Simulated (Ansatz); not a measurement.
# Ti3Al: the cost of one run

Program: Ansatz 0.2.0. Level of theory: DFT PBEsol, scalar-relativistic, plane waves, PAW. These are calculated values, not measurements.

2 further runs of the same task are left out: 2 set aside as unsound or not needed.

**1. The starting structure**

It takes space group Fm-3m (No. 225, cubic). The conventional cell has a = 6.383 Å, b = 6.383 Å, c = 6.383 Å, α = 90.00°, β = 90.00°, γ = 90.00°. Ti (site symmetry -43m) has 4 Ti at 2.76 Å and 4 Al at 2.76 Å in its first shell of neighbours. Around Ti (site symmetry m-3m) lie 8 Ti at 2.76 Å. Around Al (site symmetry m-3m) lie 8 Ti at 2.76 Å.

Coordinates:

```
CELL_PARAMETERS angstrom
0.00000 -3.19152 -3.19152
-3.19152 0.00000 -3.19152
3.19152 3.19152 -6.38304
ATOMIC_POSITIONS crystal
Ti 0.37500 0.37500 0.87500
Ti 0.87500 0.87500 0.37500
Ti 0.12500 0.12500 0.62500
Ti 0.62500 0.62500 0.12500
Ti 0.50000 0.50000 0.50000
Ti 0.00000 0.00000 0.00000
Al 0.75000 0.75000 0.75000
Al 0.25000 0.25000 0.25000
```

It goes back to an entry of the Materials Project, which need not be the stable form.

It is built from the cell relaxed beforehand with the same method (16.25 Å³/atom).

**2. Zero of the scan**

Input file input.yaml:

```yaml
crystal:
  lattice:
    - [0.0, -3.1915212988, -3.1915212988]
    - [-3.1915212988, 0.0, -3.1915212988]
    - [3.1915212988, 3.1915212988, -6.3830425975]
  atoms:
    - { symbol: Ti, position: [0.375, 0.375, 0.875], spin: 0.22 }
    - { symbol: Ti, position: [0.875, 0.875, 0.375], spin: 0.22 }
    - { symbol: Ti, position: [0.125, 0.125, 0.625], spin: 0.22 }
    - { symbol: Ti, position: [0.625, 0.625, 0.125], spin: 0.22 }
    - { symbol: Ti, position: [0.5, 0.5, 0.5], spin: 0.96 }
    - { symbol: Ti, position: [0.0, 1.0, 0.0], spin: 0.96 }
    - { symbol: Al, position: [0.75, 0.75, 0.75] }
    - { symbol: Al, position: [0.25, 0.25, 0.25] }
basis:
  ecutwfc: 420
kpoints:
  mp_grid: { grid: [12, 12, 12] }
hamiltonian:
  xc: pbesol
scf:
  occupations: { method: gaussian, width: 0.15 }
output:
  forces: true
  stress: true
  eigenvalues: true
  populations: true
  write_density: true
  write_potential: true
  elf: true
  volumetric_format: npy
magnetization:
  spin_polarized: true
```

On the command line:

```sh
> ansatz run input.yaml --threads 2 --pin off --max-ram 5120MiB --backend cpu --events-out ev --progress --plain --runs-dir out
```

**Question.** How long does this run take on 2 threads of Arm Neoverse V2, shared host, and how much memory does it need?

About 2.1 min, with a peak of 1.6 GiB.
